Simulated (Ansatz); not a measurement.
**MgB under changes of volume**

One of the cells (12.133 Å³/atom); the others are scaled copies at fixed shape and fractional positions:

```xyz
2
Lattice="2.8952 0.0000 0.0000 0.0000 2.8952 0.0000 0.0000 0.0000 2.8952" Properties=species:S:1:pos:R:3 pbc="T T T"
Mg    0.0000    0.0000    0.0000
B     1.4476    1.4476    1.4476
```

The cell was built by a generator and needn't be a form met in nature.

```yaml
Program: Ansatz 0.2.0
Functional: PBE
Potentials_or_basis: Ansatz PAW earlier set
Cutoff: "710 eV (not typed: the program's choice for these potentials)"
k_mesh: 9 × 9 × 9
Occupations: fermi-dirac, width 0.05 eV
Spin: no spin polarisation
```

```tsv
volume (Å³/atom)	energy over the lowest point (meV/atom)	pressure (GPa)
11.405	13.10	5.9
11.648	5.78	3.8
11.891	1.54	1.8
12.133	0.00	0.1
12.376	0.93	-1.5
12.619	4.17	-2.9
12.861	?	?
```

Problem. What does the run at 12.861 Å³/atom give?

Solution. Energy over the lowest point 9.56 meV/atom; pressure -4.3 GPa.

Worked out: A Birch-Murnaghan fit of order 3 (a polynomial in V^(-2/3)) to the other rows has its minimum at 12.16 Å³/atom with B0 = V·E''(V) = 81 GPa and B' = 3.8. It gives 9.42 meV/atom at 12.861 Å³/atom, against the run's 9.56, and -dE/dV = -4.1 GPa, against -4.3.

Energies are extrapolated to zero smearing.
